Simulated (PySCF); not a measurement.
# C13H10OSe: the cost of one run

Programs: PySCF 2.14.0, with density-fitted response routines of our own. Each step states its level of theory. These are calculated values for one molecule in the gas phase, unless marked as measured. Atoms are numbered from 0 throughout.

## 1. The molecule as given

25 atoms, charge 0, multiplicity 1; geometry from: GFN2-xTB.

Bonds of the start (Å): O0–C1 1.20, C1–Se2 1.95, Se2–C3 1.92, C3–C4 1.38, C4–C5 1.38, C5–C6 1.39, C6–C7 1.39, C7–C8 1.38, C1–C9 1.47, C9–C10 1.40, C10–C11 1.38, C11–C12 1.39, C12–C13 1.39, C13–C14 1.38, C8–C3 1.39, C14–C9 1.39, C4–H15 1.08, C5–H16 1.08, C6–H17 1.08, C7–H18 1.08, C8–H19 1.08, C10–H20 1.08, C11–H21 1.08, C12–H22 1.08, C13–H23 1.08, C14–H24 1.08.

## 2. Optimising the geometry at PBE0-D3(BJ)/def2-SVP

Job settings and geometry (Å):

```
{"job": {"xc": "PBE0", "basis": "def2-SVP", "d3": "d3bj", "grid": 1, "kind": "geom"}, "charge": 0, "multiplicity": 1}
O     -0.101960    -0.320840    -1.614580
C      0.616740    -0.132440    -0.672860
Se    -0.192520     0.151370     1.082870
C     -2.031700     0.043920     0.534810
C     -2.495180    -1.082980    -0.122800
C     -3.818210    -1.133920    -0.522880
C     -4.671500    -0.078160    -0.247920
C     -4.203490     1.036270     0.428530
C     -2.878880     1.102660     0.820710
C      2.084240    -0.084970    -0.708200
C      2.705990    -0.249470    -1.947210
C      4.083420    -0.211660    -2.040170
C      4.850710    -0.009000    -0.903420
C      4.238320     0.151380     0.330590
C      2.861150     0.112860     0.429690
H     -1.828410    -1.907060    -0.329470
H     -4.183700    -2.004290    -1.047800
H     -5.704270    -0.124850    -0.560170
H     -4.868240     1.859160     0.647170
H     -2.499830     1.969800     1.344060
H      2.090890    -0.404340    -2.821010
H      4.561290    -0.340620    -2.999810
H      5.927640     0.025080    -0.978050
H      4.836530     0.306520     1.215900
H      2.381330     0.236220     1.393900
```

**Question.** How long does this first job take on 8 threads of Arm Neoverse N1, shared host?

About 7.9 min.
